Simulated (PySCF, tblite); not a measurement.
**C5H7OP3Si: infrared bands and NMR shifts**

Wanted: the infrared bands and NMR shifts of C5H7OP3Si (`CC(=O)c1pcpc([SiH3])p1`), by calculation.

Programs: tblite 0.8.0 and PySCF 2.14.0, with density-fitted response routines of our own. Each step states its level of theory. These are calculated values for one molecule in the gas phase, unless marked as measured. Atoms count from 0, in the outputs and in this text.

## 1. The molecule as given

17 atoms, charge 0, multiplicity 1; geometry from: GFN2-xTB.

Bonds of the start (Å): C0–C1 1.50, C1–O2 1.22, C1–C3 1.45, C3–P4 1.85, P4–C5 1.82, C5–P6 1.68, P6–C7 1.85, C7–Si8 1.91, C7–P9 1.89, P9–C3 1.87, C0–H10 1.09, C0–H11 1.09, C0–H12 1.09, C5–H13 1.08, Si8–H14 1.46, Si8–H15 1.48, Si8–H16 1.46.

## 2. Vibrational analysis with GFN2-xTB

The job: settings as JSON, then the geometry in Å.

```
{"job": {"kind": "ir", "xc": "GFN2-xTB", "basis": "xTB"}, "charge": 0, "multiplicity": 1}
C     -2.464349    -0.731238     0.588886
C     -0.988312    -0.503785     0.743543
O     -0.386017    -0.679814     1.791012
C     -0.268758    -0.016624    -0.411901
P     -0.739607     0.360468    -2.156711
C      0.403685     1.768210    -2.252517
P      1.671713     1.845642    -1.152760
C      1.200887     0.241585    -0.353796
Si     2.053421    -0.269060     1.280580
P      0.710119    -1.170862    -1.502641
H     -2.661178    -1.304807    -0.315099
H     -2.856868    -1.250092     1.458997
H     -2.961678     0.233278     0.490004
H      0.213375     2.533037    -2.989565
H      1.903116    -1.698759     1.516722
H      3.475044    -0.039255     0.945197
H      1.688409     0.694104     2.310138
```

**Question.** This job is followed by: GIAO PBE0/pcSseg-1 NMR shielding, non-relativistic, gas phase. Predict these results of the whole session: strongest single infrared mode (GFN2-xTB); zero-point energy (GFN2-xTB); 13C shifts against TMS (PBE0/pcSseg-1); 1H shifts against TMS (PBE0/pcSseg-1); 17O shifts against H2O (PBE0/pcSseg-1); 31P shifts against H3PO4 (PBE0/pcSseg-1); 29Si shifts against TMS (PBE0/pcSseg-1).

As calculated:

| quantity | value |
| --- | --- |
| strongest single infrared mode (GFN2-xTB) | 1660 cm⁻¹, 347 km/mol |
| zero-point energy (GFN2-xTB) | 64.0 kcal/mol |
| 13C shifts against TMS (PBE0/pcSseg-1) | 217.2, 202.3, 91.1, 78.7, 30.1 ppm |
| 1H shifts against TMS (PBE0/pcSseg-1) | 9.39, 4.79, 4.34, 4.15, 2.97, 2.91, 2.43 ppm |
| 17O shifts against H2O (PBE0/pcSseg-1) | 608.7 ppm |
| 31P shifts against H3PO4 (PBE0/pcSseg-1) | 426.6, 140.5, 19.8 ppm |
| 29Si shifts against TMS (PBE0/pcSseg-1) | -82.0 ppm |

**Reading.** All 45 modes are real, so the xTB geometry is a minimum. The strongest single mode, at 1660 cm⁻¹, moves mainly C1 and O2. GFN2-xTB is a fitted tight-binding method: band positions and strengths are rough. Its intensities can rank the bands wrongly. The structure rearranged or came apart on optimisation; the results belong to the end geometry, not to the formula as drawn. Shifts at one fixed geometry are not the observed spectrum, which averages over the motion. At PBE0/pcSseg-1: The widest tensor belongs to P9: span 1607 ppm, with a paramagnetic part of -790 ppm.
